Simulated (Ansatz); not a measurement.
This script makes vertical energies of changing the electron count of BH2IO, SMILES OBI with the Python package of Ansatz (0.2.0).

Input file `bh2io.xyz`:
```text
5

O    -0.81670   -0.87440    0.10520
B     0.32290    0.00350    0.20160
I     0.09520    2.19420    0.33010
H    -0.95120   -0.89840   -0.88430
H     1.39980   -0.49850    0.20610
```

`bh2io.py`:
```python
# -*- coding: utf-8 -*-
"""Removing and adding an electron on BH2IO at fixed geometry."""

import ansatz as az


def energy_of(molecule, charge=0, unpaired=0):
    calc = (
        molecule.calculation()
        .basis(gaussian="def2-SVPD")
        .functional("r2scan")
    )
    if charge:
        calc = calc.charge(charge)
    if unpaired:
        calc = calc.spin("collinear", total=unpaired)
    return calc.run(threads=1, pin="off").report["free_energy_ev"]

system = az.Crystal.molecule_from_extxyz("bh2io.xyz")

# delta-SCF style differences, no relaxation
parent = energy_of(system, 0, 0)
cation = energy_of(system, 1, 1)
print(f"E(N)   = {parent:.5f} eV")
print(f"E(N-1) = {cation:.5f} eV  (1 unpaired)")
print(f"vertical ionisation energy {cation - parent:.3f} eV")
anion = energy_of(system, -1, 1)
print(f"E(N+1) = {anion:.5f} eV  (1 unpaired)")
print(f"vertical electron affinity {parent - anion:.3f} eV" + ("" if anion < parent else " (unbound in this basis)"))
print(f"fundamental gap IP - EA = {cation + anion - 2 * parent:.3f} eV")
```

What does it cost to change the electron count at this fixed geometry?

At this unrelaxed geometry removing an electron costs 10.06 eV and adding one releases 0.12 eV.

The run itself:

```console
$ python bh2io.py
E(N)   = -10857.61646 eV
E(N-1) = -10847.56146 eV  (1 unpaired)
vertical ionisation energy 10.055 eV
E(N+1) = -10857.74070 eV  (1 unpaired)
vertical electron affinity 0.124 eV
fundamental gap IP - EA = 9.931 eV
```

What to keep in mind:
- These settings explore the input space; basis and method may be short of convergence.
- The geometry is a force-field or estimated start, not a minimum of this method, and the basis set is short of its limit. All parts are taken at fixed geometry, without zero-point energy. At an unrelaxed start these energies can be a whole eV from those at the minimum, and a small affinity can change sign.
- def2 sets replace the cores of elements past krypton by effective core potentials.
- Hardware and time: 64 s on 1 thread of Arm Neoverse V1, on a shared host, peak memory 0.3 GiB.

(A comment or docstring line of the script was reworded after the run, the code is as it ran; lines on the test bed's own set-up are left out of the output.)
